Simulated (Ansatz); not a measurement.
**Cl₂F₂H₂O₂Si₂: a ladder of functionals and wavefunction methods**

Aim: compute Cl₂F₂H₂O₂Si₂ with functionals from several rungs and with coupled cluster, and see how far each lands from CCSD(T) at the basis-set limit for the atomisation energy.

Program: Ansatz 0.2.0, Gaussian basis. Level of theory: functionals in def2-TZVPP, the program's frozen cores in correlated methods. These are calculated values, not measurements.

Plan: PBE-D4, r2SCAN-D4, PBE0-D4, B3LYP-D4, ωB97X-V, ωB97M-V, B2PLYP; CCSD(T)/def2-TZVPP; MP2/def2-QZVPP; extrapolation to the limit.

### Step 1. The geometry

All runs share one geometry, relaxed beforehand with PBE0-D4 in a triple-zeta def2 set.

SMILES `O[SiH](Cl)O[Si](F)(F)Cl`, 10 atoms, charge 0, spin multiplicity 1.

Atoms are counted from 1 here; the program's logs count them from 0.

Bond lengths: O1–Si2 1.622 Å, O1–H9 0.959 Å, Si2–Cl3 2.029 Å, Si2–O4 1.632 Å, Si2–H10 1.471 Å, O4–Si5 1.599 Å, Si5–F6 1.572 Å, Si5–F7 1.571 Å, Si5–Cl8 2.010 Å. Angles: Si2–O1–H9 119.1°, O1–Si2–Cl3 106.3°, O1–Si2–O4 110.9°, O1–Si2–H10 113.1°, Cl3–Si2–O4 109.6°, Cl3–Si2–H10 109.9°, O4–Si2–H10 107.1°, Si2–O4–Si5 151.1°, O4–Si5–F6 110.5°, O4–Si5–F7 108.3°, O4–Si5–Cl8 112.2°, F6–Si5–F7 107.4°, F6–Si5–Cl8 109.1°, F7–Si5–Cl8 109.3°.

### Step 2. PBE-D4 (GGA)

File in.yaml:

```yaml
crystal:
  periodic: [false, false, false]
  atoms:
    - {symbol: O, position_ang: [-2.354136, 0.271851, -0.451494]}
    - {symbol: Si, position_ang: [-1.078701, 0.740998, 0.434173]}
    - {symbol: Cl, position_ang: [-1.278869, -0.160930, 2.240764]}
    - {symbol: O, position_ang: [0.318934, 0.266644, -0.263136]}
    - {symbol: Si, position_ang: [1.575621, -0.717647, -0.349780]}
    - {symbol: F, position_ang: [1.108646, -2.176275, -0.704708]}
    - {symbol: F, position_ang: [2.506844, -0.225845, -1.515844]}
    - {symbol: Cl, position_ang: [2.625306, -0.761920, 1.363487]}
    - {symbol: H, position_ang: [-2.421646, 0.563868, -1.362181]}
    - {symbol: H, position_ang: [-1.001998, 2.199257, 0.608719]}
basis:
  gaussian: {orbitals: def2-TZVPP}
hamiltonian: {xc: pbe, dispersion: d4}
output: {forces: true, orbitals: {seedname: orbitals}}
```

The run is started by

```
$ ansatz run in.yaml --threads 2 --pin off --events-out ev --progress --plain --max-ram 22528MiB --backend cuda --devices 0, --max-vram 18GiB
```

After this run come: r2SCAN-D4 (meta-GGA); PBE0-D4 (hybrid); B3LYP-D4 (hybrid); ωB97X-V (range-separated); ωB97M-V (range-separated); B2PLYP (double hybrid); CCSD(T) in def2-TZVPP; MP2 in def2-QZVPP.

**Question.** What will the summary of the whole plan be? Wanted: atomisation energy, CCSD(T)/CBS; farthest; mean size of error, hybrid; mean size of error, range-separated; gap, smallest and largest; T1 diagnostic; triples share of the correlation energy.

As calculated:

```
                               quantity                                 value
        atomisation energy, CCSD(T)/CBS                         4230.6 kJ/mol
 functionals within 21.2 kJ/mol (0.5 %)   PBE-D4, r2SCAN-D4, ωB97X-V, ωB97M-V
                               farthest                 B2PLYP (-98.3 kJ/mol)
             mean size of error, hybrid                           89.5 kJ/mol
    mean size of error, range-separated                           17.9 kJ/mol
              gap, smallest and largest  7.44 eV (PBE-D4), 14.25 eV (ωB97X-V)
                          T1 diagnostic                                0.0109
triples share of the correlation energy                                 3.4 %
```

In words: PBE-D4 misses by +1.9 kJ/mol. Double hybrids carry the basis error of their MP2 part in triple zeta, and no dispersion term here, so their miss is partly the set-up's. The reference freezes the cores and leaves out relativity and excitations past (T), so misses under about 21.2 kJ/mol can't be ranked. Hartree-Fock recovers 73 % of the binding; the rest is correlation. Orbital gaps span 7.4 to 14.3 eV; exact exchange widens them.
